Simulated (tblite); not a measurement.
# C13H6ClF3OS3: the cost of one run

Programs: PySCF 2.14.0 with density-fitted response routines of our own, and tblite 0.8.0. All values are computed, except where a source is named. Atoms count from 0 throughout.

## (1) The molecule as given

27 atoms, charge 0, multiplicity 1; geometry from: MMFF94s geometry.

Bonds of the start (Å): C0–H21 1.10, C0–H22 1.11, C0–H23 1.11, C0–O1 1.41, C10–C15 1.37, C10–S11 1.72, C12–C14 1.38, C12–F13 1.35, C14–C15 1.42, C14–H26 1.09, C15–Cl16 1.72, C19–F20 1.35, C2–C19 1.38, C2–C3 1.42, C3–C4 1.39, C3–H24 1.08, C4–C5 1.45, C4–S18 1.72, C5–C6 1.39, C5–S17 1.73, C6–C7 1.42, C6–H25 1.09, C7–C9 1.37, C7–F8 1.33 and more.

## (2) GFN2-xTB relaxation, conformer 1

The job: settings as JSON, then the geometry in Å.

```
{"job": {"xc": "GFN2-xTB", "basis": "xTB", "kind": "relax"}, "charge": 0, "multiplicity": 1}
C     -5.918300    -0.726500    -0.693600
O     -4.550800    -1.018800    -0.856800
C     -3.672000    -0.187600    -0.214300
C     -2.272100    -0.383500    -0.316000
C     -1.529500     0.548100     0.396300
C     -0.091100     0.641600     0.510800
C      0.656100     1.612800     1.167700
C      2.053100     1.375800     1.083800
F      2.957800     2.183000     1.641200
C      2.370800     0.246600     0.367100
C      3.682700    -0.280000     0.092300
S      4.720300    -0.717200     1.398300
C      5.934900    -1.206800     0.342300
F      7.127200    -1.702300     0.729100
C      5.603400    -1.045700    -0.984300
C      4.294100    -0.508900    -1.115000
Cl     3.637200    -0.183600    -2.673200
S      0.957000    -0.539000    -0.195100
S     -2.577200     1.687900     1.155900
C     -3.958200     0.920400     0.558100
F     -5.203700     1.376200     0.826000
H     -6.171200     0.258000    -1.117500
H     -6.225900    -0.781900     0.369500
H     -6.501300    -1.482800    -1.249900
H     -1.835900    -1.204000    -0.867000
H      0.222300     2.454300     1.703100
H      6.270400    -1.309700    -1.801000
```

On the command line:

```
> OMP_NUM_THREADS=1 python ens_run.py task.json out
```

The driver reads the study from task.json and runs its stages one after another.

**Question.** How long does this first job take on 1 thread of Arm Neoverse V1, shared host?

About 5.4 s.
